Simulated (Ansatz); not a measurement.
**One shape, several levels: CaBr (SMILES [Ca][Br])**

Wanted: a comparison of 6 runs (U-r2SCAN0/STO-3G, U-wB97M-V/STO-3G, UB2PLYP/STO-3G, UB3LYP/STO-3G, UMP2/STO-3G, UCCSDT/STO-3G) of CaBr. 

Program for the calculation: Ansatz 0.2.0.

42 further runs of the same task are left out: 11 that didn't finish, 31 set aside as unsound or not needed.

### Step 1. The molecule

CaBr: 2 atoms, total charge 0, spin state doublet. As SMILES, `[Ca][Br]`. The Br2–Ca1 distance was set to 5.191 Å, away from the relaxed value.

### Step 2. A single-point energy at U-r2SCAN0/STO-3G (run 1)

The input, run.yaml:

```yaml
crystal:
  periodic: [false, false, false]
  atoms:
    - {symbol: Ca, position_ang: [0.000000, -0.000000, -2.576960]}
    - {symbol: Br, position_ang: [-0.000000, 0.000000, 2.614140]}
basis:
  gaussian:
    orbitals: STO-3G
magnetization:
  spin_polarized: true
  initial_magnetization: 1
hamiltonian:
  xc: {name: r2SCAN0}
accuracy: high
```

Started as:

```
$ ansatz run run.yaml --threads 1 --pin off --max-ram 3480MiB --events-out events.jsonl --progress --plain --runs-dir runs
```

The program printed:

```text
Warning: RAYON_NUM_THREADS=1 ignored (pool sized by the plan → 1); use --threads N
Functional definition: r2SCAN0
  name "r2SCAN0"
  parameter a = 0.25
  parameter k0 = 0.174
  parameter k1 = 0.065
  parameter a1 = 4.9479
  exchange = (1 - a)*r2scan_x(k0 = k0, k1 = k1, a1 = a1) + a*exact_x
  correlation = r2scan_c
454 factors; integrals over basis functions are off by at most 4.3e-9 eV
mean field evaluation 1: about -87530.2822 eV, gradient 3.3e0 eV
mean field evaluation 2: about -87333.4631 eV, gradient 1.8e1 eV
mean field evaluation 4: about -87533.1949 eV, gradient 6.4e0 eV
mean field evaluation 8: about -87534.1623 eV, gradient 8.8e-2 eV
mean field evaluation 16: about -87534.1624 eV, gradient 2.2e-5 eV
mean field evaluation 32: about -87534.1624 eV, gradient 1.2e-7 eV
mean field evaluation 64: about -87534.1968 eV, gradient 3.6e-6 eV
mean field -87534.19684949 eV, -3216.8224014091 hartree, gradient 1.2e-9 eV, S^2 0.750916; 4 other end points of the search recorded, 0 dependent functions left out
reference -87534.19685082 eV, -3216.8224014580 hartree; 28, 27 occupied and 3, 4 virtual orbitals, 454 factors
Total energy: -87534.19685082 eV, -3216.8224014580 hartree
```

It took 38 s on 1 thread of Arm Neoverse V2, shared host; peak memory 0.28 GiB.

### Step 3. The energy at U-wB97M-V/STO-3G (run 2)

The input, input.yaml:

```yaml
crystal:
  periodic: [false, false, false]
  atoms:
    - {symbol: Ca, position_ang: [0.000000, -0.000000, -2.576960]}
    - {symbol: Br, position_ang: [-0.000000, 0.000000, 2.614140]}
basis:
  gaussian:
    orbitals: STO-3G
magnetization:
  spin_polarized: true
  initial_magnetization: 1
hamiltonian:
  xc: {name: wB97M-V}
accuracy: high
```

Started as:

```
$ ansatz run input.yaml --threads 1 --pin off --max-ram 3480MiB --events-out events.jsonl --progress --plain --runs-dir runs
```

The program printed, shortened:

```text
Warning: RAYON_NUM_THREADS=1 ignored (pool sized by the plan → 1); use --threads N
Functional definition: wB97M-V
  name "wB97M-V"
[...]
  gx(w, u) = 1 - cx + cx01*u + cx10*w
  gss(w, u) = css00 + css04*u^4 + css10*w + css20*w^2 + css43*w^4*u^3
  gos(w, u) = cos00 + cos10*w + (cos20 + cos21*u)*w^2 + (cos60 + cos61*u)*w^6
[...]
      + integral(e_c_pw_mod_opposite_spin*gos(b97_w_opposite, b97_u_opposite)) + vv10(b, c)
454 factors; integrals over basis functions are off by at most 4.3e-9 eV
142 factors; integrals over basis functions are off by at most 1.2e-9 eV
[...]
mean field -87534.53546893 eV, -3216.8348454441 hartree, gradient 2.1e-8 eV, S^2 0.750025; 1 other end points of the search recorded, 0 dependent functions left out
reference -87534.53547165 eV, -3216.8348455441 hartree; 28, 27 occupied and 3, 4 virtual orbitals, 454 factors
Total energy: -87534.53547165 eV, -3216.8348455441 hartree
```

It took 86 s on 1 thread of Arm Neoverse V2, shared host; peak memory 0.65 GiB.

Run 3 isn't shown in full; the table further down has it.

### Step 4. A single-point energy at UB3LYP/STO-3G (run 4)

The input, molecule.yaml:

```yaml
basis:
  gaussian: {orbitals: STO-3G}
crystal:
  periodic: [false, false, false]
  atoms:
    - {symbol: Ca, position_ang: [0.000000, -0.000000, -2.576960]}
    - {symbol: Br, position_ang: [-0.000000, 0.000000, 2.614140]}
magnetization: {spin_polarized: true, initial_magnetization: 1}
hamiltonian: {xc: {name: B3LYP}}
accuracy: high
```

Started as:

```
$ ansatz run molecule.yaml --threads 1 --pin off --max-ram 3480MiB --events-out events.jsonl --progress --plain --runs-dir runs
```

The program printed:

```text
Warning: RAYON_NUM_THREADS=1 ignored (pool sized by the plan → 1); use --threads N
Functional definition: B3LYP
  name "B3LYP"
  parameter a0 = 0.2
  parameter ax = 0.72
  parameter ac = 0.81
  exchange = (1 - a0 - ax)*slater_x + ax*b88_x + a0*exact_x
  correlation = (1 - ac)*vwn_rpa_c + ac*lyp_c
454 factors; integrals over basis functions are off by at most 4.3e-9 eV
mean field evaluation 1: about -87525.3327 eV, gradient 3.3e0 eV
mean field evaluation 2: about -87329.4777 eV, gradient 1.7e1 eV
mean field evaluation 4: about -87333.8040 eV, gradient 3.6e1 eV
mean field evaluation 8: about -87529.1322 eV, gradient 4.9e0 eV
mean field evaluation 16: about -87529.7987 eV, gradient 7.2e-2 eV
mean field evaluation 32: about -87529.8341 eV, gradient 1.9e-8 eV
mean field -87529.83411715 eV, -3216.6620739526 hartree, gradient 1.8e-8 eV, S^2 0.750422; 1 other end points of the search recorded, 0 dependent functions left out
reference -87529.83414734 eV, -3216.6620750624 hartree; 28, 27 occupied and 3, 4 virtual orbitals, 454 factors
Total energy: -87529.83414734 eV, -3216.6620750624 hartree
```

Wall time 6 s (1 thread of Arm Neoverse V2, shared host); peak memory 0.17 GiB.

Run 5 isn't shown in full; the table further down has it.

### Step 5. A single-point energy at UCCSDT/STO-3G (run 6)

The input, molecule.yaml:

```yaml
crystal:
  periodic: [false, false, false]
  atoms:
    - {symbol: Ca, position_ang: [0.000000, -0.000000, -2.576960]}
    - {symbol: Br, position_ang: [-0.000000, 0.000000, 2.614140]}
basis:
  gaussian: {orbitals: STO-3G}
magnetization: {spin_polarized: true, initial_magnetization: 1}
correlation: {method: ccsdt, frozen_orbitals: {Br: 9, Ca: 5}}
scf: {omitted_lower_state_checks: [cluster_reference, increment]}
accuracy: high
```

Started as:

```
$ ansatz run molecule.yaml --threads 1 --pin off --max-ram 3480MiB --events-out events.jsonl --progress --plain --runs-dir runs
```

The program printed:

```text
Warning: RAYON_NUM_THREADS=1 ignored (pool sized by the plan → 1); use --threads N
[... 21 lines left out ...]
14 core orbitals not correlated: weight in the atoms' cores, before any rotation towards them, 1.000 or more for the frozen orbitals, at most 0.000 for the correlated occupied ones
[... 32 lines left out ...]
Total energy: -87475.31981591 eV, -3214.6587103332 hartree
Checks for a lower state left out: cluster_reference, increment
```

It took 4.8 s on 1 thread of Arm Neoverse V2, shared host; peak memory 0.16 GiB.

### Step 6. The series

```tsv
run	level	frozen core orbitals	energy (Eh)	⟨S²⟩	wall time
1	U-r2SCAN0/STO-3G	–	-3216.822401	0.751	38 s
2	U-wB97M-V/STO-3G	–	-3216.834846	0.750	86 s
3	UB2PLYP/STO-3G	14	-3216.171129	0.750	12 s
4	UB3LYP/STO-3G	–	-3216.662075	0.750	6 s
5	UMP2/STO-3G	14	-3214.645680	0.750	2.6 s
6	UCCSDT/STO-3G	14	-3214.658710	0.750	4.8 s
```

### Step 7. Summary of results

| quantity | value |
| --- | --- |
| run 6: total energy | -3214.65871 Eh |
| run 6: correlation energy (14 core orbitals frozen) | -32.9 mEh |
| run 6: ⟨S²⟩ of the reference determinant | 0.750 |
| run 6: T1 diagnostic | 0.001 |

Totals of different functionals can't be ranked against each other. In runs 1, 2, 3, 4, 5, 6 the basis is minimal, so the values are rough. All runs together took 2.5 min, the longest 86 s.
